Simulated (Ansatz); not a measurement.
# RbFeF4: the cost of one run

Computed with Ansatz 0.2.0 (DFT PBEsol without U, plane waves, PAW, unless a step's input says otherwise).

**1. The structure to begin with**

Symmetry: P4/mmm, No. 123, tetragonal system. The conventional cell has a = 3.894 Å, b = 3.894 Å, c = 6.378 Å, α = 90.00°, β = 90.00°, γ = 90.00°. Around F (site symmetry 4mm) lie 1 Fe at 1.89 Å. F (site symmetry mmm) is surrounded by 2 Fe at 1.95 Å. Around Fe (site symmetry 4/mmm) lie 6 F at 1.89 to 1.95 Å. Rb (site symmetry 4/mmm) has 8 F at 3.05 Å as nearest neighbours.

Structure file:

```cif
data_structure
_symmetry_space_group_name_H-M 'P4/mmm'
_symmetry_Int_Tables_number 123
_cell_length_a 3.8941
_cell_length_b 3.8941
_cell_length_c 6.3781
_cell_angle_alpha 90.000
_cell_angle_beta 90.000
_cell_angle_gamma 90.000
_cell_volume 96.72
loop_
_atom_site_label
_atom_site_type_symbol
_atom_site_symmetry_multiplicity
_atom_site_Wyckoff_symbol
_atom_site_fract_x
_atom_site_fract_y
_atom_site_fract_z
_atom_site_occupancy
F1 F 2 h 0.50000 0.50000 0.79595 1
F2 F 2 e 0.50000 0.00000 0.50000 1
Fe1 Fe 1 d 0.50000 0.50000 0.50000 1
Rb1 Rb 1 a 0.00000 0.00000 0.00000 1
```

**2. Ferromagnetic start, free, symmetry kept, no search**

The input, input.yaml:

```yaml
crystal:
  lattice:
    - [3.89406457, 0.0, 0.0]
    - [0.0, 3.89406457, 0.0]
    - [0.0, 0.0, 6.37808399]
  atoms:
    - { symbol: F, position: [0.5, 0.5, 0.79594812] }
    - { symbol: F, position: [0.5, 0.5, 0.20405188] }
    - { symbol: F, position: [0.5, 0.0, 0.5] }
    - { symbol: F, position: [0.0, 0.5, 0.5] }
    - { symbol: Fe, position: [0.5, 0.5, 0.5], spin: 5.0 }
    - { symbol: Rb, position: [0.0, 0.0, 0.0] }
basis:
  ecutwfc: 420
  ecutrho_ratio: 4
kpoints:
  mp_grid: { grid: [5, 5, 3] }
hamiltonian:
  xc: pbesol
scf:
  occupations: { method: gaussian, width: 0.05 }
  lower_state_search: "off"
  max_iter: 150
output:
  forces: true
  stress: true
  eigenvalues: true
  populations: true
  hubbard: { sites: [{ site: 4, l: d }] }
magnetization:
  spin_polarized: true
```

Command:

```bash
ansatz run input.yaml --threads 4 --pin off --max-ram 6144MiB --backend cpu --events-out ev --progress --plain --runs-dir out
```

**Question.** How long does this run take on 4 threads of Arm Neoverse V2, shared host, and how much memory does it need?

About 3.6 s, with a peak of 0.43 GiB.
